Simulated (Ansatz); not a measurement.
# C₃H₅FSn: a ladder of functionals and wavefunction methods

An exercise on one series of results from a longer session: the logs are not shown, and one member is left open.

Method: functionals in def2-TZVPP, the program's frozen cores in correlated methods; program: Ansatz 0.2.0, Gaussian basis.

The runs, in order: PBE-D4, r2SCAN-D4, PBE0-D4, B3LYP-D4, ωB97X-V, ωB97M-V, B2PLYP; CCSD(T)/def2-TZVPP; MP2/def2-QZVPP; extrapolation to the limit.

**The geometry**

The geometry comes from an earlier relaxation with PBE0-D4 in a triple-zeta def2 set; it is a stationary point, not always the lowest conformer. Sn takes the def2 core potential; no spin-orbit term is included.

SMILES `C[C]1=[C](F)[SnH2]1`, 10 atoms, charge 0, spin multiplicity 1.

Atoms are counted from 1 here; the program's logs count them from 0.

Bond lengths: C1–C2 1.481 Å, C1–H6 1.093 Å, C1–H7 1.093 Å, C1–H8 1.094 Å, C2–C3 1.323 Å, C2–Sn5 2.133 Å, C3–F4 1.334 Å, C3–Sn5 2.077 Å, Sn5–H9 1.702 Å, Sn5–H10 1.702 Å. Angles: C2–C1–H6 110.9°, C2–C1–H7 110.9°, C2–C1–H8 111.2°, H6–C1–H7 107.1°, H6–C1–H8 108.4°, H7–C1–H8 108.4°, C1–C2–C3 138.7°, C1–C2–Sn5 151.9°, C3–C2–Sn5 69.4°, C2–C3–F4 131.6°, C2–C3–Sn5 74.0°, F4–C3–Sn5 154.4°, C2–Sn5–C3 36.6°, C2–Sn5–H9 121.0°, C2–Sn5–H10 121.0°, C3–Sn5–H9 120.9°, C3–Sn5–H10 120.9°, H9–Sn5–H10 114.4°.

Set-up of the first run:

The input, in.yaml:

```yaml
crystal:
  periodic: [false, false, false]
  atoms:
    - {symbol: C, position_ang: [-1.473584, -0.692844, -0.335560]}
    - {symbol: C, position_ang: [-0.111103, -0.182971, -0.060432]}
    - {symbol: C, position_ang: [1.134477, -0.628102, -0.059272]}
    - {symbol: F, position_ang: [1.646328, -1.827970, -0.338308]}
    - {symbol: Sn, position_ang: [1.240033, 1.369204, 0.499923]}
    - {symbol: H, position_ang: [-2.112568, -0.590347, 0.545104]}
    - {symbol: H, position_ang: [-1.945682, -0.126385, -1.142167]}
    - {symbol: H, position_ang: [-1.449586, -1.747583, -0.623173]}
    - {symbol: H, position_ang: [1.441301, 1.810557, 2.131596]}
    - {symbol: H, position_ang: [1.713483, 2.565439, -0.614812]}
basis:
  gaussian: {orbitals: def2-TZVPP}
hamiltonian: {xc: pbe, dispersion: d4}
output: {forces: true, orbitals: {seedname: orbitals}}
```

On the command line:

```
> ansatz run in.yaml --threads 4 --pin off --events-out ev --progress --plain --max-ram 10444MiB
```

Among the steps run: PBE-D4 (GGA); r2SCAN-D4 (meta-GGA); PBE0-D4 (hybrid); B3LYP-D4 (hybrid); ωB97X-V (range-separated); ωB97M-V (range-separated); B2PLYP (double hybrid); CCSD(T) in def2-TZVPP; MP2 in def2-QZVPP.

One table of the session follows, with a row left open; its other results are not shown here.

```
            method  atomisation energy (kcal/mol)
            PBE-D4                          876.6
         r2SCAN-D4                          852.5
           PBE0-D4                          854.5
          B3LYP-D4                          845.0
           ωB97X-V                          850.2
           ωB97M-V                          848.2
            B2PLYP                          837.2
     HF/def2-TZVPP                          587.4
    MP2/def2-TZVPP                              ?
   CCSD/def2-TZVPP                          809.3
CCSD(T)/def2-TZVPP                          827.7
           MP2/CBS                          864.8
       CCSD(T)/CBS                          850.2
```

Estimate the missing values for MP2/def2-TZVPP.

The run gave: atomisation energy (kcal/mol): 842.3. In the column «atomisation energy (kcal/mol)» it lies between B2PLYP (837.2) and B3LYP-D4 (845.0).

Caveats from the session: Free atoms (3 C, 1 F, 1 Sn, 5 H) were run apart at each level; the atomisation energy is their sum less the molecule, without zero-point or spin-orbit terms.
